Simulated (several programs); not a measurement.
What each method gives for Ba2SeS (ordering on rocksalt)

Ba2SeS as one 4-atom ordering (R-3m) on the rocksalt lattice, relaxed with r2SCAN in Ansatz, was computed with several methods. The symmetry is R-3m (No. 166, trigonal); a = 4.620 Å, c = 22.648 Å in the conventional setting, 34.88 Å³ an atom. Around S lie 6 Ba at 3.23 Å; around Se lie 6 Ba at 3.30 Å; around Ba lie 3 S at 3.23 Å and 3 Se at 3.30 Å. No spin polarisation and no zero-point or thermal motion; the cell was built from a prototype and may be hypothetical.

```cif
data_structure
_symmetry_space_group_name_H-M 'R-3m:H'
_symmetry_Int_Tables_number 166
_cell_length_a 4.6197
_cell_length_b 4.6197
_cell_length_c 22.6484
_cell_angle_alpha 90.000
_cell_angle_beta 90.000
_cell_angle_gamma 120.000
_cell_volume 418.60
loop_
_atom_site_label
_atom_site_type_symbol
_atom_site_symmetry_multiplicity
_atom_site_Wyckoff_symbol
_atom_site_fract_x
_atom_site_fract_y
_atom_site_fract_z
_atom_site_occupancy
S1 S 3 a 0.00000 0.00000 0.00000 1
Se1 Se 3 b 0.66667 0.33333 0.83333 1
Ba1 Ba 6 c 0.33333 0.66667 0.91933 1
```

Gaps and times are for a single point on this cell; volume and bulk modulus come from each method's own relaxation or energy curve at fixed shape, which is too stiff where a cell has free coordinates or axes. Times are rough, from shared hosts (Arm Neoverse N1; Arm Neoverse V2), and each method has its own mesh and cell size. A dagger marks a closed or tiny gap in a crystal that DFT finds insulating: a failure of the method or a wrong SCF state. A double dagger marks a value from a curve with shape and coordinates held. PM7 (MOPAC), GFN2-xTB (tblite) treat a cluster of cells at its zone centre, which samples few k points: where these miss a band edge, the gap comes out too large for that reason alone. Gaps from k meshes are read at a limited set of points (mesh, symmetry points, PBE's band edges), so each method's own least gap may be somewhat smaller. xTB and the PM methods were fitted mostly to molecules, and can miss a solid's gap by electronvolts. Minimal bases can be far off for gaps. PBE/DZVP lies far from plane-wave PBE here, an effect of basis or sampling. Times of the plane-wave ladder aren't listed, since it ran on unlike processors and cards. GLLB-SC's gap includes the derivative discontinuity. G0W0 is at finite bands, cutoff and mesh. d marks a direct gap, i an indirect one (no mark: not told apart), a dash a value that wasn't computed or didn't pass its checks.

```json
{"method": "light PBE (260 eV and a coarse mesh)", "kind": "light plane-wave", "gap (eV)": "2.03 i", "own volume (Å³/atom)": "–", "bulk modulus (GPa)": "–", "atoms computed": "4", "processor time": "1.3 s"}
{"method": "PM7 (MOPAC)", "kind": "semi-empirical", "gap (eV)": "0.02†", "own volume (Å³/atom)": "–", "bulk modulus (GPa)": "–", "atoms computed": "cluster", "processor time": "7.4 s"}
{"method": "PBE", "kind": "semilocal", "gap (eV)": "2.08 i", "own volume (Å³/atom)": "34.99", "bulk modulus (GPa)": "39‡", "atoms computed": "4", "processor time": "–"}
{"method": "GFN2-xTB (tblite)", "kind": "tight binding", "gap (eV)": "0.20†", "own volume (Å³/atom)": "–", "bulk modulus (GPa)": "–", "atoms computed": "cluster", "processor time": "14 s"}
{"method": "r2SCAN", "kind": "semilocal", "gap (eV)": "2.43 i", "own volume (Å³/atom)": "34.88", "bulk modulus (GPa)": "41‡", "atoms computed": "4", "processor time": "–"}
{"method": "PBE/SZV (CP2K)", "kind": "small basis", "gap (eV)": "0.33 i", "own volume (Å³/atom)": "–", "bulk modulus (GPa)": "–", "atoms computed": "4", "processor time": "24 s"}
{"method": "PBE/DZVP (CP2K)", "kind": "small basis", "gap (eV)": "2.57 i", "own volume (Å³/atom)": "35.82‡", "bulk modulus (GPa)": "39‡", "atoms computed": "4", "processor time": "40 s"}
{"method": "PBE/single zeta (GPAW)", "kind": "small basis", "gap (eV)": "1.98 i", "own volume (Å³/atom)": "–", "bulk modulus (GPa)": "–", "atoms computed": "4", "processor time": "40 s"}
{"method": "PBE+SOC", "kind": "semilocal", "gap (eV)": "1.98 i", "own volume (Å³/atom)": "–", "bulk modulus (GPa)": "–", "atoms computed": "4", "processor time": "–"}
{"method": "GLLB-SC (GPAW)", "kind": "model potential", "gap (eV)": "4.24", "own volume (Å³/atom)": "–", "bulk modulus (GPa)": "–", "atoms computed": "4", "processor time": "3.3 min"}
{"method": "PBE0", "kind": "hybrid", "gap (eV)": "3.61 i", "own volume (Å³/atom)": "–", "bulk modulus (GPa)": "–", "atoms computed": "4", "processor time": "–"}
{"method": "HSE06", "kind": "hybrid", "gap (eV)": "2.93 i", "own volume (Å³/atom)": "–", "bulk modulus (GPa)": "–", "atoms computed": "4", "processor time": "–"}
{"method": "G0W0@PBE (140 eV screening cutoff)", "kind": "many-body", "gap (eV)": "3.30", "own volume (Å³/atom)": "–", "bulk modulus (GPa)": "–", "atoms computed": "4", "processor time": "–"}
```

Against HSE06 (2.93 eV) and with closed or daggered gaps left aside, the nearest gap at the points sampled is that of PBE/DZVP (CP2K) (-0.36 eV) and the farthest that of PBE/SZV (CP2K) (-2.60 eV). HSE06 is only a yardstick of convenience, and nearness to it can be luck.

Volumes against r2SCAN's: PBE +0.3 %.

Runs without a result: GFN1-xTB (tblite) (single point), PM6 (MOPAC) (single point, out of time).

Only the rows marked +SOC include spin-orbit coupling.
